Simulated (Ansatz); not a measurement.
**HfB2: a relaxation**

Aim: a sound relaxation of HfB2. The structure is shown as the input types it.

Program: Ansatz 0.2.0. Level of theory: DFT, PBEsol, PAW with Ansatz's default frozen-core files, scalar-relativistic; relaxation of cell and atoms. These are calculated values, not measurements.

1 further run of the same task is left out (set aside as unsound or not needed). Runs told in other sessions of the task aren't counted.

## (1) The system as given

It takes space group P6/mmm (No. 191, hexagonal). The conventional cell has a = 3.128 Å, b = 3.128 Å, c = 3.445 Å, α = 90.00°, β = 90.00°, γ = 120.00°. Hf (site symmetry 6/mmm) is surrounded by 12 B at 2.50 Å. Around B (site symmetry -6m2) lie 3 B at 1.81 Å and 6 Hf at 2.50 Å.

As a file:

```xyz
3
Lattice="3.1281 0.0000 0.0000 -1.5641 2.7090 0.0000 0.0000 0.0000 3.4454" Properties=species:S:1:pos:R:3 pbc="T T T"
Hf    0.0000    0.0000    0.0000
B     0.0000    1.8060    1.7227
B     1.5641    0.9030    1.7227
```

## (2) The run

Input file input.yaml:

```yaml
crystal:
  lattice:
    - [3.1281181577, 0.0, 0.0]
    - [-1.56405907885, 2.70902979061, 0.0]
    - [0.0, 0.0, 3.44536281754]
  atoms:
    - { symbol: Hf, position: [0.0, 0.0, 0.0] }
    - { symbol: B, position: [0.333333333333, 0.666666666667, 0.5] }
    - { symbol: B, position: [0.666666666667, 0.333333333333, 0.5] }
kpoints:
  mp_grid: { grid: [14, 14, 10] }
scf:
  occupations: { method: fermi_dirac, width: 0.05 }
  max_iter: 100
hamiltonian:
  xc: pbesol
  pseudopotentials: { kind: paw }
relax:
  f_tol: 0.002
  max_steps: 80
  cell: { p_target: 30 }
  max_displacement: 5.0
output:
  forces: true
  stress: true
```

Run with:

```
$ ansatz run input.yaml --threads 2 --pin off --max-ram 5120MiB --backend cpu --events-out ev --progress --plain --runs-dir out
```

**Question.** How will this run end, and is anything wrong with its input?

The run converged and reported no error. Convergence says nothing about whether the input makes sense.

The suspect setting: relax.max_displacement is 5.0. What could go wrong: steps too long. The run converged, but that does not make its result sound.

Run again and compare: delete relax.max_displacement (the default then holds).
